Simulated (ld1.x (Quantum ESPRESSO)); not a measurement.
# Changing the settings of a TM potential for W, part 2 of 2

One potential is built and tested. Then one design choice at a time is changed, to learn what it costs or gains.

ld1.x (Quantum ESPRESSO) 7.5; first potential Wu–Cohen, scalar-relativistic. The steps go on from the part before.

## Step 6: Changed: waves 5d (bound): rc 1.64 bohr

Contents of W.in:

```
 &input
   title='W', zed=74., rel=1, dft='WC', iswitch=3,
   config='[Xe] 4f14 5d4 6s2 6p0',
   nld=3, rlderiv=2.30, eminld=-8.0, emaxld=5.0, deld=0.04
 /
 &inputp
   pseudotype=2, tm=.true., lloc=2,
   nlcc=.true.,
   file_pseudopw='W.UPF', file_wfcaegen='ae.wfc', file_wfcncgen='nc.wfc', file_beta='beta', file_chi='chi'
 /
3
5S  1  0   2.00   0.00  1.50  1.50  0.0
5P  2  1   6.00   0.00  2.10  2.10  0.0
5D  3  2   4.00   0.00  1.64  1.64  0.0
 &test
   configts(1)='5s2 5p6 5d4 6s2 6p0'
 /
```

Launch:

```bash
$ ld1.x < W.in > W.out
```

The output, W.out (without the banner and most projector matrices):

```text
     Program LD1 v.7.5
     [... all-electron run as in step 2 ...]


     --------------------- Generating NC pseudopotential ---------------------

      Generating local pot.: lloc=2, matching radius rcloc =   1.6400

      Computing core charge for nlcc:

       r > 0.86 : true rho core
       r < 0.86 : rho core = a sin(br)/r    a=  35.23  b=   3.09

      Integrated core pseudo-charge :  15.41

      Wfc   5S  rcut= 1.486  Using Troullier-Martins method

      Wfc   5P  rcut= 2.108  Using Troullier-Martins method

     ------------------- End of pseudopotential generation -------------------

     [... all-electron run as in step 2 ...]


     Computing logarithmic derivative in   2.28692
     Computing logarithmic derivative in   2.28692
     Computing the partial wave expansion
     R is outside the sphere for l=    0 j= 0.00
     R is outside the sphere for l=    1 j= 0.00
       no projector for channel:   2

     ---------------------- Testing the pseudopotential ----------------------

     W
     scalar relativistic calculation

     atomic number is 74.00   valence charge is 14.00
     dft =WC   lsd =0 sic =0 latt =0  beta=0.20 tr2=1.0E-14
     mesh =1273 r(mesh) =  99.08072 xmin = -7.00 dx = 0.01250

     n l     nl             e AE (Ry)        e PS (Ry)    De AE-PS (Ry)
     1 0     5S   1( 2.00)       -5.81299       -5.81300        0.00001
     2 1     5P   1( 6.00)       -3.17546       -3.17546       -0.00000
     3 2     5D   1( 4.00)       -0.33146       -0.33145       -0.00001
     2 0     6S   1( 2.00)       -0.42327       -0.38015       -0.04312  !
     3 1     6P   1( 0.00)       -0.09679       -0.05788       -0.03891  !

     eps = 3.4E-15  iter = 11

     Etot =  -32282.748859 Ry,  -16141.374430 Ha, -439229.174148 eV
     Etotps =  -169.068295 Ry,     -84.534148 Ha,   -2300.291343 eV

     Ekin =      40.257717 Ry,      20.128859 Ha,     547.734149 eV
     Encl =    -264.010887 Ry,    -132.005444 Ha,   -3592.051113 eV
     Ehrt =     106.974507 Ry,      53.487254 Ha,    1455.462317 eV
     Ecxc =     -52.476736 Ry,     -26.238368 Ha,    -713.982370 eV
     (Ecc =     -32.045000 Ry,     -16.022500 Ha,    -435.994442 eV)
     Epseu=       0.187104 Ry,       0.093552 Ha,       2.545675 eV

     ---------------------- End of pseudopotential test ----------------------
```

It took 1.9 s on 1 thread, shared host. (Generation and the later configuration tests together.)

The test run was repeated on this file; only its results are given.

Excitation and ionisation energies from 5s2 5p6 5d4 6s2 6p0, with the error of the potential. A star marks tests that logged a warning.

```tsv
valence configuration	charge	ΔE all-electron (eV)	error AE − PS (meV)
5s2 5p6 5d4 6s1 6p0	+1	8.942	+600
5s2 5p6 5d4 6s0 6p0	+2	24.636	+1138
5s2 5p6 5d3 6s0 6p0 *	+3	50.043	+1277
5s2 5p5 5d4 6s2 6p0	+1	48.967	-437
5s2 5p6 5d3 6s2 6p0	+1	8.877	-47
5s2 5p6 5d5 6s0 6p0	+1	9.741	+993
5s2 5p6 5d2 6s0 6p0	+4	87.277	+1341
```

Compared with the first run, the loose cutoff stays at 70 Ry, the largest test error goes from +1163 to +1341 meV, a bound ghost appears (p) and the phase difference near zero goes from 0.39 to 0.44 rad.

## Step 7: Changed: local potential all-electron potential smoothed inside 1.70 bohr (lloc = -1)

Edit W.in of step 6 so:

```diff
@@ -6,3 +6,3 @@
  &inputp
-   pseudotype=2, tm=.true., lloc=2,
+   pseudotype=2, tm=.true., lloc=-1, rcloc=1.70,
    nlcc=.true.,
@@ -13,3 +13,3 @@
 5P  2  1   6.00   0.00  2.10  2.10  0.0
-5D  3  2   4.00   0.00  1.64  1.64  0.0
+5D  3  2   4.00   0.00  1.80  1.80  0.0
  &test
```

Launch:

```bash
$ ld1.x < W.in > W.out
```

The output, W.out (without the banner and most projector matrices):

```text
     Program LD1 v.7.5
     [... all-electron run as in step 2 ...]


     --------------------- Generating NC pseudopotential ---------------------

      Generating local potential from pseudized AE potential:
      Matching radius rcloc =   1.7000

      Local pseudo, rcloc= 1.684 Estimated cut-off energy=     8.87 Ry

      Computing core charge for nlcc:

       r > 0.86 : true rho core
       r < 0.86 : rho core = a sin(br)/r    a=  35.23  b=   3.09

      Integrated core pseudo-charge :  15.41

      Wfc   5S  rcut= 1.486  Using Troullier-Martins method

      Wfc   5P  rcut= 2.108  Using Troullier-Martins method

      Wfc   5D  rcut= 1.815  Using Troullier-Martins method

     ------------------- End of pseudopotential generation -------------------

     [... all-electron run as in step 2 ...]


     Computing logarithmic derivative in   2.28692
     Computing logarithmic derivative in   2.28692
     Computing the partial wave expansion
     R is outside the sphere for l=    0 j= 0.00
     R is outside the sphere for l=    1 j= 0.00
     R is outside the sphere for l=    2 j= 0.00

     ---------------------- Testing the pseudopotential ----------------------

     W
     scalar relativistic calculation

     atomic number is 74.00   valence charge is 14.00
     dft =WC   lsd =0 sic =0 latt =0  beta=0.20 tr2=1.0E-14
     mesh =1273 r(mesh) =  99.08072 xmin = -7.00 dx = 0.01250

     n l     nl             e AE (Ry)        e PS (Ry)    De AE-PS (Ry)
     1 0     5S   1( 2.00)       -5.81299       -5.81300        0.00001
     2 1     5P   1( 6.00)       -3.17546       -3.17546       -0.00000
     3 2     5D   1( 4.00)       -0.33146       -0.33145       -0.00000
     2 0     6S   1( 2.00)       -0.42327       -0.41152       -0.01175  !
     3 1     6P   1( 0.00)       -0.09679       -0.09873        0.00194

     eps = 4.9E-15  iter = 20

     Etot =  -32282.748859 Ry,  -16141.374430 Ha, -439229.174148 eV
     Etotps =  -169.842852 Ry,     -84.921426 Ha,   -2310.829725 eV

     Ekin =      40.372399 Ry,      20.186200 Ha,     549.294476 eV
     Encl =    -273.773378 Ry,    -136.886689 Ha,   -3724.876560 eV
     Ehrt =     107.698497 Ry,      53.849248 Ha,    1465.312699 eV
     Ecxc =     -52.590583 Ry,     -26.295292 Ha,    -715.531339 eV
     (Ecc =     -32.045000 Ry,     -16.022500 Ha,    -435.994442 eV)
     Epseu=       8.450213 Ry,       4.225106 Ha,     114.970999 eV

     ---------------------- End of pseudopotential test ----------------------
```

Wall time 2 s (1 thread, shared host). (Generation and the later configuration tests together.)

The test run was repeated on this file; only its results are given.

Energies count from the reference configuration 5s2 5p6 5d4 6s2 6p0; the error is all-electron less pseudo.

| valence configuration | charge | ΔE all-electron (eV) | error AE − PS (meV) |
| --- | --- | --- | --- |
| 5s2 5p6 5d4 6s1 6p0 | +1 | 8.942 | +66 |
| 5s2 5p6 5d4 6s0 6p0 | +2 | 24.636 | -155 |
| 5s2 5p6 5d3 6s0 6p0 | +3 | 50.043 | -447 |
| 5s2 5p5 5d4 6s2 6p0 | +1 | 48.967 | -228 |
| 5s2 5p6 5d3 6s2 6p0 | +1 | 8.877 | -50 |
| 5s2 5p6 5d5 6s0 6p0 | +1 | 9.741 | +80 |
| 5s2 5p6 5d2 6s0 6p0 | +4 | 87.277 | -766 |

Compared with the first run, the loose cutoff stays at 70 Ry, the largest test error goes from +1163 to -766 meV, there is no bound ghost and the phase difference near zero goes from 0.39 to 0.11 rad.

## Step 8: All runs side by side

This closing draws on all 2 parts.

Cutoffs, loose and tight: the cutoffs (Ry, on a coarse ladder) from which the occupation-weighted sum of valence levels, in a spherical-Bessel basis at the reference potential, stays within 10 and 1 mRy of its value at 400 Ry; empty and scattering waves don't count. The number of plane waves in a given cell goes as the cutoff to the power 3/2; it is given for the loose cutoff, relative to the first potential. Test errors are all-electron less pseudo; runs with another core, reference, functional or relativity have tests of their own. The phase difference is the largest within 1 Ry of zero, over the channels with partial waves. A dash means not determined. 9 further runs were made in the same way; their inputs and logs are not shown.

| change | outcome | cutoff, loose | cutoff, tight | plane waves, relative | bound ghosts | largest test error (meV) | phase difference near zero (rad) |
| --- | --- | --- | --- | --- | --- | --- | --- |
| first potential | generated | 70 Ry | 120 Ry | 1.00 | none | +1163 | 0.391 |
| waves 5d (bound): rc 1.64 bohr | generated | 70 Ry | 120 Ry | 1.00 | p | +1341 | 0.436 |
| local potential all-electron potential smoothed inside 1.70 bohr (lloc = -1) | generated | 70 Ry | 120 Ry | 1.00 | none | -766 | 0.107 |
| reference 5s2 5p6 5d4 6s1 6p0 | generated | 70 Ry | 120 Ry | 1.00 | none | -766 | 0.466 |
| type RRKJ; local potential all-electron potential smoothed inside 1.50 bohr (lloc = -1); rho0 0.02 | generated | 50 Ry | 80 Ry | 0.60 | none | -1934 | 0.099 |
| waves 5p (bound): rc 2.30 bohr | generated | 70 Ry | 120 Ry | 1.00 | none | +1166 | 0.396 |
| core correction a·sin(br)/r model core inside 1.70 bohr (was a·sin(br)/r model core, default radius (core density twice the valence density)) | generated | 70 Ry | 120 Ry | 1.00 | none | +1165 | 0.391 |
| waves 5s (bound): rc 1.12 bohr | failed: the pseudo-atom did not reach self-consistency | – | – | – | – | – | – |
| core [Kr] 4d10, valence charge 28; reference 4f14 5s2 5p6 5d4 6s1.5 6p0.5; waves now 5s (bound): rc 1.50 bohr; 5d (bound): rc 2.70 bohr; 4f (bound): rc 1.10 bohr; 5p (bound): rc 1.25 bohr; local potential the p channel; core correction none (was a·sin(br)/r model core, default radius (core density twice the valence density)) | generated | over 300 Ry | over 300 Ry | – | none | -840 | 0.023 |
| functional LDA (PZ) | generated | 70 Ry | 120 Ry | 1.00 | none | +1521 | 0.387 |
| all radii scaled by 1.21 (s 1.82, p 2.54, d 2.18 bohr) | generated | 35 Ry | 60 Ry | 0.35 | none | +463 | 0.568 |
| non-relativistic | generated | 70 Ry | 120 Ry | 1.00 | none | -1134 | 0.071 |

The softest is the variant "all radii scaled by 1.21 (s 1.82, p 2.54, d 2.18 bohr)", at 35 Ry; the highest cutoff read, 70 Ry, costs 2.8 times the plane waves. Among those with the same tests and no ghost or faulty overlap, the variant "all radii scaled by 1.21 (s 1.82, p 2.54, d 2.18 bohr)" has the smallest worst error, +463 meV. 1 of the 11 potentials written has a bound ghost. 1 of the changes stops the generator.

The first potential by itself. Already in the reference configuration the 6s level is off by 528 meV; it has no partial wave or projector of its own. By total energies transferability is poor: the largest error is 1163 meV on 87.3 eV, for 5s2 5p6 5d2 6s0 6p0. That test lies far up in energy; among those under 40 eV, nearer to bonding, the largest error is 961 meV. Freezing the core alone would shift it much less, so the error comes from the pseudisation. It counts as of middling hardness, with 70 Ry needed at the looser tolerance. The slowest occupied level is 5s: taken alone it needs 90 Ry to come within 1 mRy, against 70 Ry for 6s.
